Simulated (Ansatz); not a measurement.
Born–Oppenheimer molecular dynamics of a periodic cell of 26 atoms, CaPH$_{5}$O$_{6}$ (host CaPH5O6, host structure Cc). It goes on from the last frame of an earlier run, with new velocities.

Theory: DFT LDA, scalar-relativistic, plane waves, PAW in Ansatz. Settings: cutoff 420 eV, k mesh 2x2x2, fermi-dirac smearing 0.05 eV, no spin polarisation.

- ensemble: NVT, Langevin thermostat
- time step: 0.5 fs
- steps asked: 240
- set temperature: 650 K
- friction: 0.005 /fs
- seed: 157540

Frames 5 fs apart, positions in Å, forces in eV/Å.

Velocities at 0.0 fs (Å/ps):

```
Ca -2.18 5.40 4.84
Ca -0.86 -1.25 1.45
H -0.41 14.69 -11.41
H -7.34 -7.37 -0.78
H 31.26 -10.20 -0.65
H 7.35 7.76 -2.27
H 6.06 24.61 -38.60
H 8.06 -43.64 -23.87
H -32.15 -0.52 28.58
H 7.11 -4.82 40.41
H -3.06 10.01 44.40
H -51.07 -12.61 -5.48
P -0.21 3.24 -9.20
P -4.08 -2.53 -3.94
O -9.60 -1.82 0.36
O 4.50 3.03 0.69
O 2.26 1.78 -8.93
O -0.35 9.94 0.05
O 5.33 9.22 6.43
O 8.42 -12.40 2.53
O 7.45 -6.32 -5.98
O 1.63 -4.61 7.87
O 1.87 -5.19 -4.40
O 0.95 3.28 4.21
O -7.54 -8.93 -1.67
O 3.15 1.64 6.58
```

```xyz
26
Lattice="3.2004 -7.6467 0.0000 3.2004 7.6467 0.0000 -2.8169 0.0000 5.1424" Properties=species:S:1:pos:R:3:forces:R:3 time_fs=0.0 energy_less_start_eV=0.000 T=625
Ca 2.612 -2.608 3.841 0.64 -0.55 0.29
Ca 4.095 2.550 1.234 0.13 0.26 0.20
H 3.198 -2.590 0.799 -0.02 -0.68 0.69
H 1.879 2.713 3.182 -0.18 -0.11 0.00
H 2.850 7.647 0.765 -0.06 -0.66 0.55
H 1.896 -7.786 3.335 -0.10 1.04 -0.49
H 2.249 6.467 1.742 -1.12 -0.21 1.51
H 1.319 -6.494 3.947 -0.46 0.63 0.88
H 2.042 -0.060 2.557 0.23 -0.09 -0.29
H 3.127 -0.276 -0.029 0.44 0.22 1.42
H 1.141 -1.103 1.903 -1.05 -0.30 -0.89
H 0.030 0.911 4.370 -0.31 1.06 0.19
P -0.546 -2.782 3.969 -2.05 -0.03 -0.60
P 0.879 2.696 1.194 0.63 1.44 -0.78
O 0.268 -2.054 5.103 0.71 0.38 -0.24
O 1.883 2.109 2.345 -0.68 0.42 0.08
O 0.390 -3.394 2.980 1.51 0.09 -0.75
O 1.840 3.409 0.195 -0.50 -0.85 1.25
O 1.734 5.980 3.475 -0.15 0.65 -0.83
O 3.335 -6.107 0.581 -0.51 -0.13 -0.17
O 1.679 3.770 4.424 -0.01 -0.51 0.73
O 3.056 -3.891 1.763 0.84 -0.94 0.21
O 2.742 6.641 0.950 1.42 0.59 -2.23
O 1.906 -6.720 3.205 0.10 -1.51 -0.31
O 2.018 -1.021 2.320 0.50 0.86 1.01
O 0.376 0.716 5.295 0.06 -1.06 -1.44
26
Lattice="3.2004 -7.6467 0.0000 3.2004 7.6467 0.0000 -2.8169 0.0000 5.1424" Properties=species:S:1:pos:R:3:forces:R:3 time_fs=5.0 energy_less_start_eV=0.104 T=607
Ca 2.606 -2.581 3.862 0.58 -0.71 0.31
Ca 4.091 2.545 1.241 -0.08 0.43 0.18
H 3.222 -2.619 0.825 -0.48 -0.22 -0.66
H 1.846 2.660 3.219 -0.17 0.31 0.07
H 2.994 7.581 0.795 -0.02 0.80 -0.08
H 1.941 -7.698 3.286 0.06 -1.26 -0.32
H 2.137 6.558 1.741 1.18 -0.17 -1.49
H 1.242 -6.595 4.022 1.04 0.53 -1.18
H 1.936 -0.131 2.650 0.57 0.50 -0.08
H 3.190 -0.258 0.292 -0.13 -0.13 0.00
H 0.995 -1.109 1.999 1.32 -0.60 -0.39
H -0.186 0.897 4.455 0.75 -0.11 0.94
P -0.557 -2.767 3.918 -0.88 -1.40 0.42
P 0.861 2.690 1.174 2.07 1.33 0.30
O 0.224 -2.067 5.107 1.22 -0.31 0.81
O 1.900 2.127 2.349 -0.98 0.04 -0.78
O 0.408 -3.389 2.936 0.79 0.73 -0.14
O 1.832 3.449 0.201 -0.97 -1.34 1.28
O 1.755 6.028 3.499 -0.77 0.52 -1.48
O 3.375 -6.169 0.590 -0.38 0.37 -0.37
O 1.715 3.735 4.402 0.00 0.21 0.43
O 3.066 -3.925 1.805 0.47 -0.82 -0.22
O 2.772 6.623 0.909 -1.16 -1.05 1.61
O 1.915 -6.715 3.217 -1.69 1.21 1.87
O 1.990 -1.053 2.320 -2.03 0.69 0.11
O 0.389 0.719 5.307 -0.29 0.44 -1.11
26
Lattice="3.2004 -7.6467 0.0000 3.2004 7.6467 0.0000 -2.8169 0.0000 5.1424" Properties=species:S:1:pos:R:3:forces:R:3 time_fs=10.0 energy_less_start_eV=0.181 T=567
Ca 2.603 -2.558 3.881 0.44 -0.74 0.36
Ca 4.090 2.538 1.249 -0.09 0.48 0.38
H 3.140 -2.706 0.789 -0.22 -0.07 -0.39
H 1.812 2.666 3.249 -0.04 0.03 -0.54
H 3.098 7.586 0.809 -0.34 -0.34 -0.19
H 1.981 -7.752 3.168 -0.45 1.04 0.63
H 2.185 6.559 1.583 -1.39 -0.42 1.57
H 1.290 -6.542 4.003 -0.35 -0.01 0.13
H 1.920 -0.135 2.693 -0.02 -0.69 -0.67
H 3.205 -0.179 0.599 -0.58 0.20 -0.72
H 1.040 -1.222 1.943 -0.30 -0.15 -0.58
H -0.316 0.844 4.657 -0.37 -0.29 -0.76
P -0.576 -2.764 3.864 0.32 -0.96 1.40
P 0.851 2.688 1.153 2.35 0.29 1.57
O 0.200 -2.082 5.124 0.66 -0.94 -0.25
O 1.913 2.152 2.342 -1.05 0.08 -0.50
O 0.430 -3.378 2.889 0.02 1.17 0.35
O 1.812 3.467 0.225 -0.66 -1.06 0.44
O 1.763 6.082 3.503 -0.66 -0.60 -1.47
O 3.415 -6.222 0.593 -0.28 0.91 -0.35
O 1.751 3.699 4.389 -0.14 0.77 0.04
O 3.073 -3.977 1.844 -0.15 -0.45 -0.48
O 2.801 6.598 0.871 1.62 0.43 -1.66
O 1.905 -6.708 3.246 -0.05 -0.42 -0.52
O 1.944 -1.075 2.323 0.28 1.66 1.00
O 0.400 0.713 5.308 1.44 0.07 1.21
26
Lattice="3.2004 -7.6467 0.0000 3.2004 7.6467 0.0000 -2.8169 0.0000 5.1424" Properties=species:S:1:pos:R:3:forces:R:3 time_fs=15.0 energy_less_start_eV=0.443 T=489
Ca 2.606 -2.540 3.903 0.23 -0.58 0.24
Ca 4.093 2.533 1.253 0.01 0.52 0.40
H 2.994 -2.810 0.721 0.28 0.08 0.21
H 1.778 2.712 3.182 0.06 0.08 0.26
H 3.113 7.534 0.760 -0.24 0.53 -0.02
H 1.944 -7.675 3.153 -0.38 -1.01 0.50
H 2.132 6.468 1.557 1.35 0.10 -1.04
H 1.265 -6.446 4.027 0.41 -0.64 -0.71
H 1.893 -0.165 2.621 -0.58 1.41 -0.05
H 3.104 -0.086 0.754 0.02 -0.23 -0.20
H 1.109 -1.345 1.720 0.53 0.88 0.75
H -0.421 0.721 4.761 1.08 0.24 -0.08
P -0.594 -2.766 3.814 0.82 0.43 2.01
P 0.860 2.683 1.144 1.22 -0.49 2.29
O 0.198 -2.111 5.133 -0.06 -1.18 -1.22
O 1.913 2.177 2.326 -0.71 -0.46 -0.91
O 0.445 -3.351 2.854 -0.32 1.04 0.24
O 1.781 3.479 0.252 0.24 -0.33 -0.69
O 1.760 6.134 3.495 -0.23 -2.12 -1.36
O 3.449 -6.253 0.592 -0.13 1.23 -0.48
O 1.790 3.680 4.378 -0.50 0.97 -0.12
O 3.071 -4.028 1.880 -0.45 -0.36 -0.68
O 2.846 6.569 0.816 -1.11 -1.11 0.91
O 1.897 -6.704 3.263 -0.86 2.50 0.35
O 1.901 -1.078 2.340 -0.14 -1.36 -0.73
O 0.426 0.702 5.322 -0.54 -0.15 0.11
26
Lattice="3.2004 -7.6467 0.0000 3.2004 7.6467 0.0000 -2.8169 0.0000 5.1424" Properties=species:S:1:pos:R:3:forces:R:3 time_fs=20.0 energy_less_start_eV=0.465 T=488
Ca 2.611 -2.521 3.929 -0.05 -0.51 0.10
Ca 4.097 2.530 1.260 0.15 0.53 0.50
H 2.926 -2.885 0.698 0.48 0.56 -0.08
H 1.771 2.791 3.157 0.26 -0.61 -0.20
H 3.040 7.557 0.698 -0.12 -0.51 0.11
H 1.843 -7.722 3.259 0.10 0.93 -0.08
H 2.251 6.366 1.441 -1.17 -0.25 1.54
H 1.250 -6.456 3.994 -0.15 0.25 0.24
H 1.767 -0.066 2.474 0.03 -1.50 -0.11
H 3.020 -0.025 0.837 0.47 -0.18 -0.06
H 1.216 -1.306 1.613 -0.33 0.00 0.23
H -0.350 0.643 4.763 0.13 0.63 -0.93
P -0.612 -2.760 3.780 1.85 1.26 2.14
P 0.874 2.671 1.150 0.09 -0.71 1.92
O 0.194 -2.147 5.129 -0.50 -1.42 -1.08
O 1.905 2.192 2.294 -0.15 -0.26 0.69
O 0.461 -3.308 2.826 -0.83 0.82 0.27
O 1.751 3.485 0.263 0.88 0.28 -1.34
O 1.747 6.160 3.466 -0.08 -2.77 -0.99
O 3.476 -6.264 0.590 -0.38 0.81 -0.48
O 1.816 3.677 4.361 -0.96 0.63 -0.40
O 3.061 -4.082 1.898 -0.64 -0.01 -0.67
O 2.890 6.531 0.762 1.25 0.62 -1.87
O 1.886 -6.673 3.268 -0.49 -0.49 -0.29
O 1.859 -1.083 2.349 0.25 2.47 0.05
O 0.450 0.690 5.340 -0.12 -0.56 0.81
26
Lattice="3.2004 -7.6467 0.0000 3.2004 7.6467 0.0000 -2.8169 0.0000 5.1424" Properties=species:S:1:pos:R:3:forces:R:3 time_fs=25.0 energy_less_start_eV=0.402 T=549
Ca 2.616 -2.507 3.962 -0.18 -0.62 -0.26
Ca 4.105 2.531 1.270 0.30 0.62 0.33
H 2.959 -2.886 0.683 0.18 -0.23 0.37
H 1.828 2.749 3.134 -0.12 0.18 0.60
H 2.949 7.504 0.670 0.26 0.00 -0.06
H 1.786 -7.668 3.351 0.40 0.38 -0.75
H 2.307 6.246 1.468 1.04 0.40 -0.94
H 1.203 -6.458 4.022 0.67 0.56 -0.33
H 1.644 -0.133 2.341 0.10 2.04 0.80
H 3.050 -0.013 0.883 -0.25 -0.41 -0.43
H 1.227 -1.254 1.560 -0.08 -0.90 0.36
H -0.220 0.703 4.595 0.75 0.06 0.77
P -0.619 -2.747 3.758 1.89 0.30 2.33
P 0.890 2.653 1.169 -1.09 0.20 0.24
O 0.187 -2.191 5.111 -0.32 -0.07 -1.46
O 1.882 2.198 2.277 1.38 -1.38 0.97
O 0.470 -3.252 2.805 -0.96 0.45 0.12
O 1.732 3.495 0.251 0.71 -0.06 -0.77
O 1.728 6.145 3.424 -0.04 -2.06 -0.95
O 3.487 -6.268 0.590 -0.38 0.39 -0.58
O 1.814 3.679 4.329 -0.87 0.62 -0.43
O 3.042 -4.138 1.906 -0.60 0.36 -0.56
O 2.945 6.486 0.692 -1.34 -0.33 1.07
O 1.875 -6.638 3.268 -1.29 -0.61 1.18
O 1.821 -1.066 2.359 0.12 -0.32 -0.99
O 0.472 0.670 5.365 -0.27 0.41 -0.63
26
Lattice="3.2004 -7.6467 0.0000 3.2004 7.6467 0.0000 -2.8169 0.0000 5.1424" Properties=species:S:1:pos:R:3:forces:R:3 time_fs=30.0 energy_less_start_eV=0.143 T=559
Ca 2.622 -2.498 3.990 -0.24 -0.58 -0.76
Ca 4.115 2.538 1.283 0.23 0.53 0.43
H 3.003 -2.934 0.708 -0.02 0.59 -0.77
H 1.858 2.720 3.216 -0.24 0.19 -0.30
H 2.929 7.463 0.667 0.56 -0.19 -0.33
H 1.787 -7.587 3.288 -0.05 -0.79 -0.18
H 2.485 6.180 1.413 -0.72 -0.49 1.08
H 1.258 -6.354 4.086 0.75 -0.19 -0.53
H 1.553 -0.046 2.379 0.48 -1.24 0.09
H 3.017 -0.078 0.829 -0.46 -0.31 -0.69
H 1.205 -1.369 1.571 0.42 0.30 0.88
H 0.040 0.782 4.525 -0.86 -0.44 -0.23
P -0.618 -2.732 3.758 1.45 -0.09 1.37
P 0.895 2.643 1.197 -0.75 0.47 -1.24
O 0.179 -2.236 5.073 0.08 -0.30 0.68
O 1.874 2.183 2.283 1.81 -1.07 2.12
O 0.467 -3.195 2.796 -0.49 -0.14 -0.37
O 1.720 3.502 0.230 0.18 -0.76 0.36
O 1.710 6.103 3.377 -0.18 -1.07 -0.76
O 3.492 -6.263 0.587 -0.39 0.13 -0.62
O 1.802 3.689 4.282 -0.99 -0.24 -0.07
O 3.012 -4.188 1.903 -0.64 1.09 -0.38
O 2.980 6.440 0.627 0.01 0.88 -0.44
O 1.850 -6.602 3.273 -0.85 1.11 0.78
O 1.784 -1.039 2.355 -0.35 1.90 -0.84
O 0.487 0.661 5.390 1.26 0.70 0.72
26
Lattice="3.2004 -7.6467 0.0000 3.2004 7.6467 0.0000 -2.8169 0.0000 5.1424" Properties=species:S:1:pos:R:3:forces:R:3 time_fs=35.0 energy_less_start_eV=0.123 T=560
Ca 2.628 -2.496 4.016 -0.18 -0.61 -1.23
Ca 4.127 2.547 1.292 0.04 0.24 0.58
H 3.035 -2.902 0.636 -0.02 -1.05 1.18
H 1.792 2.750 3.242 0.19 -0.01 -0.46
H 3.023 7.414 0.599 0.23 0.02 0.10
H 1.800 -7.567 3.203 -0.36 0.45 0.41
H 2.595 6.041 1.436 0.28 0.79 -1.05
H 1.415 -6.265 4.137 -0.41 -0.45 0.37
H 1.536 -0.085 2.451 -0.61 2.11 -0.23
H 2.926 -0.179 0.601 0.04 -0.01 0.04
H 1.202 -1.460 1.689 -0.67 0.22 -0.46
H 0.148 0.803 4.493 -0.22 -0.07 0.35
P -0.613 -2.723 3.772 0.53 -1.03 -0.72
P 0.893 2.639 1.213 -0.24 -0.34 -0.89
O 0.180 -2.273 5.039 0.56 2.02 0.20
O 1.891 2.153 2.320 0.49 -0.13 1.06
O 0.455 -3.146 2.782 -0.03 -0.38 -0.54
O 1.721 3.492 0.220 -0.03 -0.84 0.92
O 1.693 6.048 3.324 -0.34 0.19 -0.57
O 3.486 -6.255 0.574 -0.13 0.14 -0.41
O 1.772 3.703 4.225 -1.01 -0.48 0.66
O 2.967 -4.218 1.888 0.02 1.22 -0.25
O 3.007 6.398 0.563 -0.84 -0.36 1.52
O 1.815 -6.556 3.274 0.46 -0.18 -0.87
O 1.751 -0.992 2.339 2.11 -1.53 0.96
O 0.508 0.659 5.416 0.15 0.08 -0.67
```

Of the whole run (120 fs, mean temperature of the second half 573 K): The mean temperature of the second half is 12 % below the set value. A run of 0.12 ps of so small a system gives no equilibrium averages. Limits of this set-up: coarse k mesh.

The run took 19 min on 1 thread of Arm Neoverse V2 (shared host), peak memory 0.64 GiB.
